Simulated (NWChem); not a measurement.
**One shape, several levels: C2H7ClSi2 (SMILES C=C[SiH2][SiH2]Cl)**

Aim: a comparison of 4 runs (HF/STO-3G, HF/3-21G, B3LYP/6-31G*) of C2H7ClSi2. 

The calculation is run with NWChem 7.3.0.

### 1 The system as given

C2H7ClSi2 has 12 atoms, charge 0, and is taken as a singlet. SMILES: `C=C[SiH2][SiH2]Cl`. Geometry: relaxed at PBE0-D4/def2-TZVP. This is one conformer, not always the lowest.

Bond lengths: C1–C2 1.330 Å, C2–Si3 1.859 Å, Si3–Si4 2.342 Å, Si4–Cl5 2.070 Å, C1–H6 1.086 Å, C1–H7 1.086 Å, C2–H8 1.089 Å, Si3–H9 1.489 Å, Si3–H10 1.490 Å, Si4–H11 1.485 Å, Si4–H12 1.486 Å. Some angles: C1–C2–Si3 123.3°, C2–Si3–Si4 109.4°, Si3–Si4–Cl5 107.7°, C1–C2–H8 118.5°, Si3–C2–H8 118.2°, C2–C1–H6 122.0°, C2–C1–H7 121.9°, C2–Si3–H9 111.4°, C2–Si3–H10 109.5°, Si4–Si3–H9 107.6°.

### 2 Energy and forces at HF/STO-3G (run 1)

File struct.xyz:

```xyz
12
C2H7ClSi2 hf
C     -0.950400     1.755100     1.235700
C     -0.704500     1.148200     0.077800
Si     0.890100     0.269100    -0.295300
Si     0.468400    -2.015200    -0.593500
Cl    -0.977500    -2.200300    -2.062900
H     -1.898900     2.244000     1.439600
H     -0.212100     1.792200     2.031800
H     -1.485000     1.141800    -0.681100
H      1.511700     0.779200    -1.548600
H      1.839400     0.458000     0.837200
H     -0.066900    -2.651700     0.637200
H      1.662700    -2.775800    -1.043800
```

File struct.nw:

```
start struct
title "C2H7ClSi2 hf"
memory 2200 mb
geometry units angstrom noautosym nocenter noautoz
load struct.xyz
end
basis spherical bse
* library STO-3G
end
scf
thresh 1e-08
maxiter 80
print medium
end
task scf gradient
```

Command:

```console
$ nwchem struct.nw > struct.out
```

What it wrote:

```text
[...]
  functions       =    44
[...]
  wavefunction    = RHF
[...]
         Total SCF energy =  -1104.705044406282
      One-electron energy =  -2174.796193020969
      Two-electron energy =    747.786671306971
 Nuclear repulsion energy =    322.304477307717
        Time for solution =      2.8s
[...]
                         RHF ENERGY GRADIENTS
    atom               coordinates                        gradient
                 x          y          z           x          y          z
   1 C      -1.795996   3.316658   2.335134   -0.004525   0.013924   0.028682
   2 C      -1.331312   2.169783   0.147021    0.002506  -0.012660  -0.025198
   3 Si      1.682045   0.508525  -0.558036   -0.025790   0.012353   0.006907
   4 Si      0.885148  -3.808176  -1.121552   -0.030518  -0.004478  -0.032642
   5 Cl     -1.847207  -4.157964  -3.898316    0.010068   0.004312   0.010318
   6 H      -3.588401   4.240545   2.720450   -0.003314   0.000577  -0.001243
   7 H      -0.400811   3.386767   3.839545    0.003765  -0.000956   0.000825
   8 H      -2.806243   2.157689  -1.287092   -0.003353  -0.000441  -0.003482
   9 H       2.856699   1.472474  -2.926430    0.013970   0.009533  -0.028749
  10 H       3.475962   0.865495   1.582079    0.021358   0.004211   0.026063
  11 H      -0.126423  -5.010986   1.204133   -0.010314  -0.011464   0.027050
[...]
```

It took 4.2 s on 1 thread of Intel Xeon 6975P-C (Granite Rapids), shared host; peak memory 0.096 GiB.

### 3 Energy and gradient at HF/3-21G (run 2)

File nw.nw:

```
start nw
title "C2H7ClSi2"
memory stack 880 mb heap 220 mb global 1100 mb
geometry noautosym nocenter noautoz
  C     -0.950400     1.755100     1.235700
  C     -0.704500     1.148200     0.077800
  Si     0.890100     0.269100    -0.295300
  Si     0.468400    -2.015200    -0.593500
  Cl    -0.977500    -2.200300    -2.062900
  H     -1.898900     2.244000     1.439600
  H     -0.212100     1.792200     2.031800
  H     -1.485000     1.141800    -0.681100
  H      1.511700     0.779200    -1.548600
  H      1.839400     0.458000     0.837200
  H     -0.066900    -2.651700     0.637200
  H      1.662700    -2.775800    -1.043800
end
basis spherical bse
  * library 3-21G
end
scf
  thresh 1e-08
  maxiter 80
end
task scf gradient
```

Command:

```console
$ nwchem nw.nw > nw.out
```

What it wrote:

```text
[...]
  functions       =    71
[...]
  wavefunction    = RHF
[...]
         Total SCF energy =  -1111.472853826443
      One-electron energy =  -2178.605050198610
      Two-electron energy =    744.827719064450
 Nuclear repulsion energy =    322.304477307717
        Time for solution =      3.3s
[...]
                         RHF ENERGY GRADIENTS
    atom               coordinates                        gradient
                 x          y          z           x          y          z
   1 C      -1.795996   3.316658   2.335134   -0.000299   0.000653   0.002716
   2 C      -1.331312   2.169783   0.147021    0.020469  -0.010524  -0.008709
   3 Si      1.682045   0.508525  -0.558036   -0.013712  -0.002802   0.004143
   4 Si      0.885148  -3.808176  -1.121552   -0.032380   0.004524  -0.033479
   5 Cl     -1.847207  -4.157964  -3.898316    0.032592   0.004711   0.033143
   6 H      -3.588401   4.240545   2.720450   -0.007819   0.003559   0.001281
   7 H      -0.400811   3.386767   3.839545    0.006515  -0.000159   0.005396
   8 H      -2.806243   2.157689  -1.287092   -0.005888  -0.000206  -0.005280
   9 H       2.856699   1.472474  -2.926430   -0.000487   0.000696  -0.000584
  10 H       3.475962   0.865495   1.582079    0.000059   0.001241   0.000303
  11 H      -0.126423  -5.010986   1.204133   -0.000306  -0.000751   0.001350
[...]
```

It took 4.8 s on 1 thread of Intel Xeon 6975P-C (Granite Rapids), shared host; peak memory 0.096 GiB.

### 4 Energy and forces at B3LYP/6-31G(d) (spherical functions) (run 3)

File sp.nw:

```
start sp
memory total 2200 mb

geometry noautosym nocenter noautoz
   C       -0.950400       1.755100       1.235700
   C       -0.704500       1.148200       0.077800
   Si       0.890100       0.269100      -0.295300
   Si       0.468400      -2.015200      -0.593500
   Cl      -0.977500      -2.200300      -2.062900
   H       -1.898900       2.244000       1.439600
   H       -0.212100       1.792200       2.031800
   H       -1.485000       1.141800      -0.681100
   H        1.511700       0.779200      -1.548600
   H        1.839400       0.458000       0.837200
   H       -0.066900      -2.651700       0.637200
   H        1.662700      -2.775800      -1.043800
end

basis "ao basis" spherical bse
   C library 6-31G*
   Si library 6-31G*
   Cl library 6-31G*
   H library 6-31G*
end

dft
   xc b3lyp
   grid fine
   convergence energy 1e-08
   maxiter 100
   mulliken
   noprint "final vectors analysis"
end

task dft gradient
```

Command:

```console
$ nwchem sp.nw > sp.out
```

What it wrote:

```text
[...]
          Wavefunction type:  closed shell.
          No. of atoms     :    12
          No. of electrons :    64
[...]
          Charge           :     0
          Spin multiplicity:     1
[...]
          AO basis - number of functions:    96
[...]
              XC Information
              --------------
                         B3LYP Method XC Potential
                     Hartree-Fock (Exact) Exchange  0.200
                        Slater Exchange Functional  0.800 local
                    Becke 1988 Exchange Functional  0.720 non-local
              Lee-Yang-Parr Correlation Functional  0.810
                  VWN I RPA Correlation Functional  0.190 local
[...]
 d= 0,ls=0.0,diis     1  -1119.5666086984 -1.44D+03  9.89D-03  4.12D-01     2.9
[...]
 d= 0,ls=0.0,diis    10  -1119.6217115188 -5.42D-09  2.73D-07  1.16D-09    22.8
         Total DFT energy =    -1119.621711518799
      One electron energy =    -2186.730771735095
           Coulomb energy =      828.468832743311
    Exchange-Corr. energy =      -83.664249834732
 Nuclear repulsion energy =      322.304477307717
[...]
  wavefunction    = closed shell
[...]
```

Run time: 30 s. Hardware: 1 thread of Intel Xeon 6975P-C (Granite Rapids), shared host; peak memory 0.12 GiB.

### 5 Energy and forces at B3LYP/6-31G(d) (Cartesian functions) (run 4)

File run.py:

```python
from ase import Atoms
from ase.calculators.nwchem import NWChem

atoms = Atoms(['C', 'C', 'Si', 'Si', 'Cl', 'H', 'H', 'H', 'H', 'H', 'H', 'H'], positions=[
    [-0.950400, 1.755100, 1.235700],
    [-0.704500, 1.148200, 0.077800],
    [0.890100, 0.269100, -0.295300],
    [0.468400, -2.015200, -0.593500],
    [-0.977500, -2.200300, -2.062900],
    [-1.898900, 2.244000, 1.439600],
    [-0.212100, 1.792200, 2.031800],
    [-1.485000, 1.141800, -0.681100],
    [1.511700, 0.779200, -1.548600],
    [1.839400, 0.458000, 0.837200],
    [-0.066900, -2.651700, 0.637200],
    [1.662700, -2.775800, -1.043800],
])

calc = NWChem(
    label='mol',
    theory='dft',
    memory='2200 mb',
    basis='6-31G*',
    dft={'xc': 'b3lyp', 'mult': '1', 'grid': 'fine', 'convergence': 'energy 1e-08', 'iterations': '100', 'mulliken': None},
)
atoms.calc = calc

forces = atoms.get_forces()
print(f"energy = {atoms.get_potential_energy():.6f} eV")
print("forces (eV/A):")
for s, f in zip(atoms.symbols, forces):
    print(f"{s:2s} {f[0]:10.5f} {f[1]:10.5f} {f[2]:10.5f}")
print("dipole (e A):", atoms.get_dipole_moment().round(4))
```

Command:

```console
$ export ASE_NWCHEM_COMMAND="nwchem PREFIX.nwi > PREFIX.nwo"
$ python run.py
```

What it wrote:

```text
energy = -30466.686761 eV
forces (eV/A):
C    -0.08983    0.20384    0.35286
C     0.00720   -0.11627   -0.33887
Si    0.16733   -0.05559   -0.05821
Si    0.31877    0.02129    0.29547
Cl   -0.36787   -0.10495   -0.38052
H    -0.07405    0.05842    0.06078
H     0.01887    0.02972    0.09189
H    -0.07184    0.00771   -0.06042
H     0.03486    0.01939   -0.00776
H     0.02777    0.01023    0.01178
H     0.00591   -0.03517    0.02422
H     0.02288   -0.03862    0.00884
dipole (e A): [0.1253 0.2245 0.3306]
```

The calculator wrote mol.nwi:

```
title "mol"

permanent_dir mol

scratch_dir mol

start mol

geometry units angstrom nocenter noautosym noautoz
  C  -9.5040000000000002e-01 1.7551000000000001e+00 1.2357000000000000e+00
  C  -7.0450000000000002e-01 1.1482000000000001e+00 7.7799999999999994e-02
  Si 8.9010000000000000e-01 2.6910000000000001e-01 -2.9530000000000001e-01
  Si 4.6839999999999998e-01 -2.0152000000000001e+00 -5.9350000000000003e-01
  Cl -9.7750000000000004e-01 -2.2002999999999999e+00 -2.0629000000000000e+00
  H  -1.8989000000000000e+00 2.2440000000000002e+00 1.4396000000000000e+00
  H  -2.1210000000000001e-01 1.7922000000000000e+00 2.0318000000000001e+00
  H  -1.4850000000000001e+00 1.1417999999999999e+00 -6.8110000000000004e-01
  H  1.5117000000000000e+00 7.7920000000000000e-01 -1.5486000000000000e+00
  H  1.8393999999999999e+00 4.5800000000000002e-01 8.3720000000000006e-01
  H  -6.6900000000000001e-02 -2.6516999999999999e+00 6.3719999999999999e-01
  H  1.6627000000000001e+00 -2.7757999999999998e+00 -1.0438000000000001e+00
end

memory 2200 mb

basis noprint
   * library 6-31G*
end

dft
  xc b3lyp
  mult 1
  grid fine
  convergence energy 1e-08
  iterations 100
  mulliken
end

task dft gradient
```

mol.nwo:

```text
Northwest Computational Chemistry Package (NWChem) 7.3.0
             --------------------------------------------------------

           Job information
           ---------------

    nwchem branch   = 7.3.0
    use scalapack   = T
    input           = mol.nwi
    prefix          = mol.
    data base       = mol/mol.db
    status          = startup
    nproc           =        1

           Memory information
           ------------------

[... 5 lines left out ...]
    hardfail = no
[... 112 lines left out ...]
  convergence criterion.
[... 43 lines left out ...]
          Spatial weights used:  Erf1
[... 32 lines left out ...]
 1-e energy   =   -2182.516841
[... 46 lines left out ...]
           Coulomb energy =      828.216860407321
[... 777 lines left out ...]
          Convergence on density requested:  1.00D-05
[... 29 lines left out ...]
          total energy or number of iterations.
[... 36 lines left out ...]
                 ----------------------------------------
                 |  Time  |  1-e(secs)   |  2-e(secs)   |
                 ----------------------------------------
                 |  CPU   |       0.01   |       4.23   |
                 ----------------------------------------
                 |  WALL  |       0.01   |       4.23   |
                 ----------------------------------------

 Task  times  cpu:       29.6s     wall:       29.6s
 Total times  cpu:       29.6s     wall:       29.6s
```

Wall time 31 s (1 thread of Intel Xeon 6975P-C (Granite Rapids), shared host); peak memory 0.13 GiB.

### 6 All runs side by side

```tsv
run	level	iteration cap	module	energy (Eh)	dipole moment (D)	HOMO energy (eV)	LUMO energy (eV)	wall time
1	HF/STO-3G	80	scf	-1104.705044	3.13	-8.21	7.92	4.2 s
2	HF/3-21G	80	scf	-1111.472854	3.16	-10.14	2.71	4.8 s
3	B3LYP/6-31G* (spherical functions)	100	dft	-1119.621712	2.01	–	–	30 s
4	B3LYP/6-31G* (Cartesian functions)	100	dft	-1119.630097	2.01	-7.31	-0.66	31 s
```

### 7 Outcome

| quantity | value |
| --- | --- |
| run 4: total energy | -1119.63010 Eh |
| run 4: dipole moment | 2.01 D |
| run 4: HOMO energy | -7.31 eV |
| run 4: LUMO energy | -0.66 eV |
| run 4: HOMO–LUMO gap | 6.65 eV |
| run 4: largest force on an atom | 0.540 eV/Å |

The dipole moment (its size) runs from 2.01 D (B3LYP/6-31G*) to 3.16 D (HF/3-21G). The two ends differ in method and basis. Over runs 1, 2, 4 the HOMO–LUMO gap runs from 6.65 eV (B3LYP/6-31G*) to 16.13 eV (HF/STO-3G). In run 1 the basis is minimal, so the values are rough. All runs together took 69 s, the longest 31 s.
